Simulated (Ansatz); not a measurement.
# Ge: the cost of one run

Method: DFT r2SCAN, spin-orbit coupling, plane waves, PAW, and further levels as typed in the inputs, in Ansatz 0.2.0.

**1. The structure to begin with**

The structure is tetragonal, space group I4_1/amd (No. 141). The conventional cell has a = 3.961 Å, b = 3.961 Å, c = 5.700 Å, α = 90.00°, β = 90.00°, γ = 90.00°. Around Ge (site symmetry -4m2) lie 4 Ge at 2.44 Å.

Coordinates:

```cif
data_structure
_symmetry_space_group_name_H-M 'P 1'
_symmetry_Int_Tables_number 1
_cell_length_a 3.9960
_cell_length_b 3.9960
_cell_length_c 3.9608
_cell_angle_alpha 60.291
_cell_angle_beta 60.291
_cell_angle_gamma 59.418
_cell_volume 44.71
loop_
_atom_site_label
_atom_site_type_symbol
_atom_site_fract_x
_atom_site_fract_y
_atom_site_fract_z
_atom_site_occupancy
Ge1 Ge 0.00000 0.00000 0.00000 1
Ge2 Ge 0.25000 0.25000 0.25000 1
```

**2. Single point: Ge**

Input file input.yaml:

```yaml
crystal:
  lattice:
    - [0.0, 2.80071, 2.850246]
    - [2.80071, 0.0, 2.850246]
    - [2.80071, 2.80071, 0.0]
  atoms:
    - { symbol: Ge, position: [0.0, 0.0, 0.0] }
    - { symbol: Ge, position: [0.25, 0.25, 0.25] }
scf:
  occupations: { method: gaussian, width: 0.01 }
  n_extra_bands: 8
output:
  eigenvalues: true
  eigenstates: { kpoints: [[0, 0, 0], [0.5, 0.5, 0.5]], e_range: [-1.2, 1.6] }
  write_density: true
  write_potential: true
  elf: true
  volumetric_format: npy
hamiltonian:
  xc: r2scan
  pseudopotentials: { kind: paw_fr }
kpoints:
  mp_grid: { grid: [10, 10, 10] }
magnetization:
  noncollinear: true
  spin_orbit: true
```

The run is started by

```bash
> ansatz run input.yaml --threads 8 --pin off --max-ram 16384MiB --backend cpu --events-out ev --progress --plain --runs-dir out
```

**Question.** How long does this run take on 8 threads of Intel Xeon Platinum 8259CL at 2.50GHz (Skylake/Cascade Lake), shared host, and how much memory does it need?

About 11 s, with a peak of 0.97 GiB.
